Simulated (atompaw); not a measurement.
# A PAW (atompaw) potential for antimony, from input to tests

Do these settings give a usable potential? It is generated, then checked for scattering, ghosts and hardness.

The numbers are computed with atompaw 4.2.0.5 (PBE, scalar-relativistic, spin-unpolarised reference atom).

## Step 1: The atom and the settings

Typed settings, in words:

```
element                 : antimony (Sb, Z = 51)
type                    : PAW
frozen core             : [Kr] 4d10
valence charge          : 5
reference configuration : 5s2 5p3
partial waves           : 5s (bound): rc 1.65 bohr; 5s channel at 2.15 Ry: rc 2.15 bohr; 5p (bound): rc 2.15 bohr; 5p channel at 4.85 Ry: rc 2.15 bohr
local potential         : bessel scheme, radius 1.90 bohr
core correction         : smooth core density matched at 1.95 bohr
augmentation charge     : sinc compensation charge, radius 2.15 bohr; PAW radius 2.15 bohr; waves and projectors: custom rrkj gramschmidtortho
```

The outer shells as boxes (Hund's rule for the drawing; the calculation is spin-unpolarised):

```
[Kr] core
4d [↑↓][↑↓][↑↓][↑↓][↑↓]
5s [↑↓]
5p [↑ ][↑ ][↑ ]
```

The nodes and maxima of the atom's own shells, from an earlier all-electron run, set the scale for the radii.

All-electron outer shells of the reference configuration (PBE, scalar-relativistic, ld1.x):

| shell | level (eV) | outermost node (bohr) | outermost maximum (bohr) |
| --- | --- | --- | --- |
| 4p | -101.79 | 0.39 | 0.76 |
| 4d | -33.51 | 0.38 | 0.84 |
| 5s | -12.83 | 0.95 | 1.90 |
| 5p | -4.83 | 1.04 | 2.35 |

## Step 2: The generation run

The input, Sb.input:

```
Sb 51
GGA-PBE scalarrelativistic loggrid 1500 logderivrange -3 5 201
5 5 4 0 0 0
5 1 3
0 0 0
c
c
c
c
v
c
c
c
v
c
c
1
2.15 2.15 1.90 1.95
y
2.15
n
y
4.85
n
custom rrkj gramschmidtortho sinc
bessel
1.65
2.15
2.15
2.15
PWSCFOUT
UPFDX 0.0125d0 UPFXMIN -7.d0 UPFZMESH 51.d0
END
```

Launch:

```sh
atompaw < Sb.input > Sb.log
```

Before running it: what results should come out? Wanted: cutoffs for 10 and 1 mRy, occupied levels; bound ghosts; largest phase difference near zero energy, channels read; lowest eigenvalue of the overlap; share of valence orbitals outside the PAW sphere; UPF file.

As calculated:

| quantity | value |
| --- | --- |
| cutoffs for 10 and 1 mRy, occupied levels | 15 Ry and 30 Ry |
| bound ghosts | none found |
| largest phase difference near zero energy, channels read | 0.002 rad |
| lowest eigenvalue of the overlap (Bessel basis) | 0.082 (s) |
| share of valence orbitals outside the PAW sphere | 5s 49 %, 5p 73 % |
| UPF file | written |

**Reading.** The potential is soft on the atom at that tolerance: the looser tolerance needs 15 Ry. The slowest occupied level is 5s: taken alone it needs 18 Ry to come within 1 mRy, against 6 Ry or less for 5p. No bound ghost shows below the valence levels. Near zero energy the phases of the channels with partial waves agree within 0.002 rad.
